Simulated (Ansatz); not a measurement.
SnCl under changes of volume

One of the cells (26.650 Å³/atom); the others are scaled copies at fixed shape and fractional positions:

```xyz
4
Lattice="3.4975 0.0000 0.0000 -1.7488 3.0290 0.0000 0.0000 0.0000 10.0622" Properties=species:S:1:pos:R:3 pbc="T T T"
Sn    1.7488    1.0097    8.2561
Sn    0.0000    2.0193    3.2250
Cl    1.7488    1.0097    5.5794
Cl    0.0000    2.0193    0.5483
```

The cell comes from a database or a generator and needn't be the stable form of this composition.

```yaml
Program: Ansatz 0.2.0
Functional: PBE
Potentials_or_basis: Ansatz PAW
Cutoff: "420 eV (not typed: the program's choice for these potentials)"
k_mesh: 9 × 9 × 3
Occupations: fermi-dirac, width 0.05 eV
Spin: no spin polarisation
```

| volume (Å³/atom) | energy over the lowest point (meV/atom) | pressure (GPa) | largest force (eV/Å) |
| --- | --- | --- | --- |
| 25.051 | 10.97 | 2.6 | 0.055 |
| 25.584 | 4.20 | 1.5 | 0.071 |
| 26.117 | 0.66 | 0.6 | 0.086 |
| 26.650 | 0.00 | -0.2 | 0.099 |
| 27.183 | ? | ? | ? |
| 27.716 | 6.15 | -1.6 | 0.124 |
| 28.249 | 12.43 | -2.2 | 0.134 |

Task: What does the run at 27.183 Å³/atom give?

Result: Energy over the lowest point 1.93 meV/atom; pressure -0.9 GPa; largest force 0.112 eV/Å.

Worked out: A Birch-Murnaghan fit of order 3 (a polynomial in V^(-2/3)) to the other rows has its minimum at 26.51 Å³/atom with B0 = V·E''(V) = 40 GPa and B' = 4.6 at fixed shape and positions, which overstates the stiffness. It gives 1.92 meV/atom at 27.183 Å³/atom, against the run's 1.93, and -dE/dV = -0.9 GPa, against -0.9.

Energies are extrapolated to zero smearing.
